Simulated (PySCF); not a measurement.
**IrSe2: structure of the doublet**

Aim: relax IrSe2 as a doublet from a PBE minimum start, check by its vibrations whether the end is a minimum, and collect its spectrum and constants.

Computed with PySCF 2.14.0. Level: wB97X, basis Ir def2-SVP with ECP60, Se def2-SVP, scalar-relativistic core potentials, no spin–orbit coupling, density fitting.

### Step 1. The starting structure

3 atoms, charge 0, spin multiplicity 2.

Bond lengths: Ir1–Se2 2.211 Å, Ir1–Se3 2.211 Å. Angles: Se2–Ir1–Se3 126.5°.

```xyz
3
charge 0 multiplicity 2
Ir   -0.4508    0.0000    0.0000
Se    0.5437    0.0000    1.9748
Se    0.5437    0.0000   -1.9748
```

### Step 2. Finding the electronic state

One driver script runs all steps and calls PySCF; scf.py shows how it sets up the SCF of each step. The optimiser is the driver's own. The state is first sought with PBE0. After this first run the driver tries any further starts and a stability analysis.

The input, scf.py:

```python
from pyscf import gto, scf, dft
mol = gto.M(atom='''
Ir    -0.450760    -0.000000    -0.000000
Se     0.543680     0.000000     1.974850
Se     0.543680    -0.000000    -1.974850''',
    basis={'Ir': 'def2-SVP', 'Se': 'def2-SVP'},
    ecp={'Ir': 'def2-SVP'},
    charge=0, spin=1)
mf = dft.UKS(mol, xc='PBE0')
mf.grids.atom_grid = (50, 194)
aux = {'Ir': 'def2-universal-JKFIT', 'Se': 'def2-universal-JKFIT'}
mf = mf.density_fit(auxbasis=aux)
mf.conv_tol = 1e-08
mf.diis_space = 10
mf.max_cycle = 60
mf.init_guess = 'minao'
mf.verbose = 4
mf.kernel()
```

On the command line:

```sh
$ OMP_NUM_THREADS=4 python axn.py task.json out
```

Further steps of the session: Relaxation: PBE minimum start, doublet; Hessian and properties.

Before running it: what results should come out? Wanted: minimum; geometry; wavenumbers; dipole moment; highest occupied, lowest empty level; polar-tensor charge of Ir1; zero-point energy; atomisation energy; ⟨S²⟩.

The runs gave:

| quantity | value |
| --- | --- |
| minimum | doublet, C2v |
| geometry | Ir–Se 2.174 Å (×2); Se–Ir–Se 125.9° |
| wavenumbers (cm⁻¹) | 85 (a1), 359 (a1), 384 (b2) |
| dipole moment | 0.50 D |
| highest occupied, lowest empty level (either spin) | -8.85, -2.52 eV |
| polar-tensor charge of Ir1 | +0.64 e |
| zero-point energy | 4.9 kJ/mol |
| entropy at 298.15 K | 327.6 J/(mol K) |
| atomisation energy (no zero-point energy) | 592 kJ/mol |
| ⟨S²⟩ | 0.804 |

**Reading.** The molecule stays C2v, as typed, and the end point is a minimum. In the infrared the band at 384 cm⁻¹ (b2, stretch) leads. Other starts or spin states, not run here, may lie lower. One determinant may miss the lowest occupation of an open d or f shell. Spin–orbit coupling, left out here, can matter for elements this heavy.
